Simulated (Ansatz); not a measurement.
# BrH₂InO₂: one species, many methods

An exercise on one series of results from a longer session: the logs are not shown, and one member is left open.

The runs use Ansatz 0.2.0, Gaussian basis; functionals in def2-TZVPP, the program's frozen cores in correlated methods.

The runs, in order: PBE-D4, r2SCAN-D4, PBE0-D4, B3LYP-D4, ωB97X-V, ωB97M-V, B2PLYP; CCSD(T)/def2-TZVPP; CCSD(T)/def2-QZVPP; extrapolation to the limit.

## The geometry

An earlier PBE0-D4 in a triple-zeta def2 set relaxation fixed the geometry. In takes the def2 core potential; no spin-orbit term is included.

SMILES `[OH][In]([OH])[Br]`, 6 atoms, charge 0, spin multiplicity 1.

Atoms are counted from 1 here; the program's logs count them from 0.

Bond lengths: O1–In2 1.972 Å, O1–H5 0.961 Å, In2–O3 1.964 Å, In2–Br4 2.441 Å, O3–H6 0.962 Å. Angles: In2–O1–H5 112.6°, O1–In2–O3 117.9°, O1–In2–Br4 121.5°, O3–In2–Br4 120.6°, In2–O3–H6 111.4°.

Set-up of the first run:

in.yaml

```yaml
crystal:
  periodic: [false, false, false]
  atoms:
    - {symbol: O, position_ang: [0.182707, 1.153527, -1.208365]}
    - {symbol: In, position_ang: [-0.227310, -0.273830, 0.089076]}
    - {symbol: O, position_ang: [0.968393, -0.485055, 1.632680]}
    - {symbol: Br, position_ang: [-2.156426, -1.742238, -0.197289]}
    - {symbol: H, position_ang: [-0.449580, 1.188485, -1.931080]}
    - {symbol: H, position_ang: [1.682217, 0.159122, 1.614968]}
basis:
  gaussian: {orbitals: def2-TZVPP}
hamiltonian: {xc: pbe, dispersion: d4}
output: {forces: true, orbitals: {seedname: orbitals}}
```

The run is started by

```sh
$ ansatz run in.yaml --threads 2 --pin off --events-out ev --progress --plain --max-ram 22528MiB --backend cpu
```

Among the steps run: PBE-D4 (GGA); r2SCAN-D4 (meta-GGA); PBE0-D4 (hybrid); B3LYP-D4 (hybrid); ωB97X-V (range-separated); ωB97M-V (range-separated); B2PLYP (double hybrid); CCSD(T) in def2-TZVPP; CCSD(T) in def2-QZVPP.

One table of the session follows, with a row left open; its other results are not shown here.

It belongs to the step «Atomisation energies». 

| method | atomisation energy (kcal/mol) |
| --- | --- |
| PBE-D4 | 445.7 |
| r2SCAN-D4 | 438.5 |
| PBE0-D4 | 428.7 |
| B3LYP-D4 | 427.0 |
| ωB97X-V | 437.8 |
| ωB97M-V | 435.5 |
| B2PLYP | 428.0 |
| HF/def2-TZVPP | ? |
| MP2/def2-TZVPP | 442.5 |
| CCSD/def2-TZVPP | 414.2 |
| CCSD(T)/def2-TZVPP | 425.4 |
| MP2/CBS | 462.8 |
| CCSD(T)/CBS | 445.6 |

Q: Estimate the row for HF/def2-TZVPP from the others.

**Answer.** atomisation energy (kcal/mol): 276.6. In the column «atomisation energy (kcal/mol)» it is the lowest.

Limits of these values: Free atoms (2 O, 1 In, 1 Br, 2 H) were run apart at each level; the atomisation energy is their sum less the molecule, without zero-point or spin-orbit terms.
